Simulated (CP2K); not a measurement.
Runs of CP2K 2026.2 on GaF. It takes space group F-43m (No. 216, cubic). Conventional cell: a = 5.692 Å, b = 5.692 Å, c = 5.692 Å, α = 90.00°, β = 90.00°, γ = 90.00°. Ga (site symmetry -43m) has 4 F at 2.46 Å as nearest neighbours. Around F (site symmetry -43m) lie 4 Ga at 2.46 Å. The cell was built by a generator and needn't be a form met in nature.

```tsv
task	level	potentials or basis	cell	k mesh	EPS_DEFAULT	k points reduced by the point group	NGRIDS	EXTRAPOLATION	optimiser	gap on the mesh (eV)	pressure (GPa)	relaxed volume (Å³/atom)
single point	PBE	POTENTIAL_UZH Ga GTH-PBE-q13, F GTH-PBE-q7; TZVP-MOLOPT-PBE-GTH basis	as given	8 × 8 × 8	1.0E-10	yes	5	-	-	(a)	0.1	-
relaxation of cell and atoms	PBE+D3(BJ)	POTENTIAL_UZH Ga GTH-PBE-q13, F GTH-PBE-q7; DZVP-MOLOPT-PBE-GTH basis	relaxed	6 × 6 × 6	1.0E-9	-	4	USE_PREV_P	BFGS	(d)	0.0	24.17
relaxation of cell and atoms	PBE+D3	POTENTIAL_UZH Ga GTH-PBE-q13, F GTH-PBE-q7; DZVP-MOLOPT-PBE-GTH basis	relaxed	6 × 6 × 6	1.0E-9	-	4	USE_PREV_P	BFGS	2.49	0.0	24.22
relaxation of cell and atoms	PBE+D4	POTENTIAL_UZH Ga GTH-PBE-q13, F GTH-PBE-q7; DZVP-MOLOPT-PBE-GTH basis	relaxed	6 × 6 × 6	1.0E-9	-	4	USE_PREV_P	BFGS	2.15	0.0	22.25
relaxation of cell and atoms	PBE+D2	POTENTIAL_UZH Ga GTH-PBE-q13, F GTH-PBE-q7; DZVP-MOLOPT-PBE-GTH basis	relaxed	6 × 6 × 6	1.0E-9	-	4	USE_PREV_P	BFGS	(c)	0.0	(b)
relaxation of cell and atoms	PBE	POTENTIAL_UZH Ga GTH-PBE-q13, F GTH-PBE-q7; DZVP-MOLOPT-PBE-GTH basis	relaxed	6 × 6 × 6	1.0E-9	-	4	USE_PREV_P	BFGS	2.31	0.0	23.13
```

Alike in all rows: no spin polarisation; smearing fermi-dirac 0.05 eV.

Problem. Fill in the values left out.

Solution. (a) 2.29; (b) 21.67; (c) 2.04; (d) 2.48.

Caveats: the basis of atomic orbitals isn't converged, which shifts pressures, moduli and gaps; the real-space grid breaks the cell's symmetry a little (some runs).

A k mesh can miss the band edges, and the runs leave out spin-orbit coupling on Ga.

Not every run made on this cell is shown here.
